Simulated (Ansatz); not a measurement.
**CH3BCl2S: rigid torsion scan in Python**

The task is a rigid torsion scan, for CH3BCl2S.

Program: the Python package of Ansatz 0.2.0. Level of theory: CAM-B3LYP/6-31G*. These are calculated values, not measurements.

### 1 The system

Bond lengths: C1–S2 1.822 Å, S2–B3 1.877 Å, B3–Cl4 1.920 Å, B3–Cl5 1.839 Å, C1–H6 1.044 Å, C1–H7 1.130 Å, C1–H8 1.169 Å. Angles: C1–S2–B3 93.8°, S2–C1–H6 114.6°, S2–C1–H7 108.6°, S2–C1–H8 109.7°, H6–C1–H7 109.6°, H6–C1–H8 109.0°, H7–C1–H8 104.8°, S2–B3–Cl4 120.0°, S2–B3–Cl5 121.8°, Cl4–B3–Cl5 118.1°.

No structure file is read: the coordinates are typed or built in the script.

### 2 The script

torsion_ch3bcl2s.py reads:

```python
import ansatz as az
from ase import Atoms


def main() -> None:
    atoms = Atoms(["C", "S", "B", "Cl", "Cl", "H", "H", "H"], positions=[
        (-0.1724, 0.6542, 1.0203),
        (-1.1735, -0.6579, 0.2474),
        (0.0375, -0.9233, -1.1613),
        (1.5369, -2.1008, -0.9299),
        (-0.1059, -0.0053, -2.748),
        (0.7816, 0.3542, 1.3197),
        (-0.7378, 1.0627, 1.9092),
        (-0.0742, 1.559, 0.2869),
    ])

    first = (
        az.Crystal.molecule_from_ase(atoms).calculation()
        .basis(gaussian="6-31G*")
        .functional("cam_b3lyp")
        .relax(force_tolerance=0.02, max_steps=80)
    )
    atoms.positions = first.run().report["positions_ang"]

    start = atoms.get_dihedral(5, 0, 1, 2)
    energies = {}
    for turn in range(0, 360, 40):
        turned = atoms.copy()
        turned.set_dihedral(5, 0, 1, 2, start + turn, indices=[1, 2, 3, 4])
        calc = (
            az.Crystal.molecule_from_ase(turned).calculation()
            .basis(gaussian="6-31G*")
            .functional("cam_b3lyp")
        )
        energies[round((start + turn) % 360)] = calc.run().report["free_energy_ev"]
    floor = min(energies.values())
    print("dihedral H5-C0-S1-B2 (deg)   E - E(min) (kJ/mol)")
    for angle, e in sorted(energies.items()):
        print(f"{angle:8d} {96.485332 * (e - floor):14.3f}  " + "#" * int(30 * (e - floor) / max(max(energies.values()) - floor, 1e-9)))


if __name__ == "__main__":
    main()
```

### 3 What the engine is handed

The engine receives this input (first run):

```yaml
crystal:
  periodic: [false, false, false]
  atoms:
    - { symbol: C, position_ang: [-0.1724, 0.6542, 1.0203] }
    - { symbol: S, position_ang: [-1.1735, -0.6579, 0.2474] }
    - { symbol: B, position_ang: [0.0375, -0.9233, -1.1613] }
    - { symbol: Cl, position_ang: [1.5369, -2.1008, -0.9299] }
    - { symbol: Cl, position_ang: [-0.1059, -0.0053, -2.748] }
    - { symbol: H, position_ang: [0.7816, 0.3542, 1.3197] }
    - { symbol: H, position_ang: [-0.7378, 1.0627, 1.9092] }
    - { symbol: H, position_ang: [-0.0742, 1.559, 0.2869] }
basis:
  gaussian:
    orbitals: "6-31G*"
hamiltonian:
  xc: cam_b3lyp
relax:
  f_tol: 0.02
  max_steps: 80
```

### 4 The run

Started as:

```bash
> python torsion_ch3bcl2s.py
```

Q: Predict the main results. Wanted: range of energy; lowest point, turn.

As calculated:

| quantity | value |
| --- | --- |
| runs compared | 9 |
| range of energy | 0.061 eV |
| lowest point, turn (°) | 0 |

In words: The lowest point lies at a turn of 0°, the highest 0.061 eV (5.8 kJ/mol) above it at 160°. The grid can miss the true lowest and highest points, and the rest of the molecule is held rigid. Run 0: The relaxation took 11 moves; the largest shift is 1.412 Å, of atom 5 (Cl). So large a move can change the bonding: the results belong to the relaxed structure. The scan is rigid and the energies are electronic, in a modest basis. With rigid groups the curve can differ much from the relaxed path, the start wasn't checked as a minimum of this torsion, and equivalent turns needn't return to the same energy.
